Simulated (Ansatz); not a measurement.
**LuSe: how the settings move a relaxation**

Question: which choices in the input matter for LuSe?

Computed with Ansatz 0.2.0 (reference: DFT, PBEsol, PAW with Ansatz's default frozen-core files, scalar-relativistic; relaxation of cell and atoms, unless a step's input says otherwise).

1 further run of the same task is left out (set aside as unsound or not needed).

### 1 The system as given

The structure is cubic, space group Fm-3m (No. 225). The conventional cell has a = 5.553 Å, b = 5.553 Å, c = 5.553 Å, α = 90.00°, β = 90.00°, γ = 90.00°. Lu (site symmetry m-3m) has 6 Se at 2.78 Å as nearest neighbours. Se (site symmetry m-3m) is surrounded by 6 Lu at 2.78 Å.

Structure file:

```xyz
2
Lattice="0.0000 2.7767 2.7767 2.7767 0.0000 2.7767 2.7767 2.7767 0.0000" Properties=species:S:1:pos:R:3 pbc="T T T"
Lu    0.0000    0.0000    0.0000
Se    2.7767    2.7767    2.7767
```

### 2 Baseline

Input file input.yaml:

```yaml
crystal:
  lattice:
    - [0.0, 2.77672421551, 2.77672421551]
    - [2.77672421551, 0.0, 2.77672421551]
    - [2.77672421551, 2.77672421551, 0.0]
  atoms:
    - { symbol: Lu, position: [0.0, 0.0, 0.0] }
    - { symbol: Se, position: [0.5, 0.5, 0.5] }
kpoints:
  mp_grid: { grid: [14, 14, 14] }
scf:
  occupations: { method: fermi_dirac, width: 0.1 }
hamiltonian:
  xc: pbesol
  pseudopotentials: { kind: paw }
relax:
  f_tol: 0.002
  max_steps: 80
  cell: { p_target: 10 }
output:
  forces: true
  stress: true
  write_density: true
  write_potential: true
  elf: true
  volumetric_format: npy
```

Command:

```
ansatz run input.yaml --threads 1 --pin off --max-ram 2560MiB --backend cpu --events-out ev --progress --plain --runs-dir out
```

### 3 The same system, input altered

Edit input.yaml of step 2 so:

```diff
@@ -11,3 +11,4 @@
 scf:
-  occupations: { method: fermi_dirac, width: 0.1 }
+  occupations: { method: tetrahedron }
+  convergence: { dr2_threshold: 0.0001 }
 hamiltonian:
@@ -26 +27,3 @@
   volumetric_format: npy
+basis:
+  ecutrho_ratio: 12
```

(Steps that only read results are left out.)

What does the calculation give? Wanted: for each run, ending; energy change; pressure; gap; force.

**Answer**, as computed:

```
                                                                                      run     ending       energy change  pressure (GPa)  gap (eV)  force (eV/Å)  cycles  time
                                                                                reference  converged                   0            10.0      0.00          0.00      41  51 s
1: occupations.method tetrahedron, dr2_threshold 0.0001, ecutrho_ratio 12, width left out  converged  0.0 meV/atom (σ→0)            10.0      0.00          0.00      21  39 s
```

Changing the smearing, convergence setting and numerical grids hardly moves the energy: 0.0 meV/atom.
